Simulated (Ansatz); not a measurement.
# ClH₃NNbO₂: a ladder of functionals and wavefunction methods

An exercise on one series of results from a longer session: the logs are not shown, and one member is left open.

Computed with Ansatz 0.2.0, Gaussian basis. Level: functionals in def2-TZVPP, the program's frozen cores in correlated methods.

Levels to be run: LDA (SPW92), PBE-D4, revPBE-D4, BLYP-D4, r2SCAN-D4, B97M-V, PBE0-D4, B3LYP-D4, r2SCANh-D4, r2SCAN0-D4, HSE06-D4, BHLYP-D4, CAM-B3LYP-D4, LC-ωPBE, ωB97X-V, ωB97M-V, B2PLYP, PBE-QIDH; CCSD(T)/def2-SVP; CCSD(T)/def2-TZVPP; MP2/def2-QZVPP; extrapolation to the limit; RPA on PBE.

## The relaxed structure

All runs share one geometry, relaxed beforehand with PBE0-D4 in a triple-zeta def2 set. Nb takes the def2 core potential; no spin-orbit term is included.

SMILES `[NH]=[Nb]([OH])([OH])[Cl]`, 8 atoms, charge 0, spin multiplicity 1.

Atoms are counted from 1 here; the program's logs count them from 0.

Bond lengths: N1–Nb2 1.735 Å, N1–H6 1.008 Å, Nb2–O3 1.903 Å, Nb2–O4 1.903 Å, Nb2–Cl5 2.316 Å, O3–H7 0.960 Å, O4–H8 0.960 Å. Angles: Nb2–N1–H6 179.5°, N1–Nb2–O3 106.3°, N1–Nb2–O4 106.3°, N1–Nb2–Cl5 110.8°, O3–Nb2–O4 112.9°, O3–Nb2–Cl5 110.2°, O4–Nb2–Cl5 110.2°, Nb2–O3–H7 126.2°, Nb2–O4–H8 126.2°.

The first run:

in.yaml

```yaml
crystal:
  periodic: [false, false, false]
  atoms:
    - {symbol: N, position_ang: [-1.191619, 1.306980, -0.110167]}
    - {symbol: Nb, position_ang: [0.102262, 0.151096, -0.141809]}
    - {symbol: O, position_ang: [0.682329, -0.049139, 1.659996]}
    - {symbol: O, position_ang: [-0.630237, -1.449242, -0.866665]}
    - {symbol: Cl, position_ang: [1.847165, 0.904261, -1.465440]}
    - {symbol: H, position_ang: [-1.939051, 1.983320, -0.096947]}
    - {symbol: H, position_ang: [1.382729, -0.628582, 1.968333]}
    - {symbol: H, position_ang: [-0.161476, -2.275695, -1.003102]}
basis:
  gaussian: {orbitals: def2-TZVPP}
hamiltonian: {xc: lda}
output: {orbitals: {seedname: orbitals}}
```

Command:

```
> ansatz run in.yaml --threads 4 --pin off --events-out ev --progress --plain --max-ram 10444MiB
```

Among the steps run: LDA; PBE-D4 (GGA); revPBE-D4 (GGA); BLYP-D4 (GGA); r2SCAN-D4 (meta-GGA); B97M-V (meta-GGA); B3LYP-D4 (hybrid); r2SCANh-D4 (hybrid); r2SCAN0-D4 (hybrid); HSE06-D4 (hybrid); BHLYP-D4 (hybrid); CAM-B3LYP-D4 (range-separated); LC-ωPBE (range-separated); ωB97X-V (range-separated); ωB97M-V (range-separated); B2PLYP (double hybrid); PBE-QIDH (double hybrid).

One table of the session follows, with a row left open; its other results are not shown here.

It belongs to the step «Orbital energies across the functionals». 

```
  functional  HOMO (eV)  LUMO (eV)  gap (eV)
 LDA (SPW92)      -6.75      -2.60      4.15
      PBE-D4      -6.55      -2.38      4.17
   revPBE-D4      -6.48      -2.29      4.19
     BLYP-D4      -6.42      -2.28      4.14
   r2SCAN-D4      -6.85      -2.27      4.58
      B97M-V      -6.87      -2.23      4.64
     PBE0-D4      -7.98      -1.56      6.42
    B3LYP-D4      -7.72      -1.79      5.93
  r2SCANh-D4      -7.38      -1.96      5.42
  r2SCAN0-D4      -8.19      -1.48      6.70
    HSE06-D4          ?          ?         ?
    BHLYP-D4      -9.26      -0.59      8.67
CAM-B3LYP-D4      -9.38      -0.46      8.92
     LC-ωPBE     -10.77       0.72     11.50
     ωB97X-V     -10.40       0.63     11.03
     ωB97M-V     -10.31       0.50     10.81
```

Q: Estimate the row for HSE06-D4 from the others.

As computed: HOMO (eV): -7.57; LUMO (eV): -1.94; gap (eV): 5.63. In the column «HOMO (eV)» it lies between B3LYP-D4 (-7.72) and r2SCANh-D4 (-7.38).
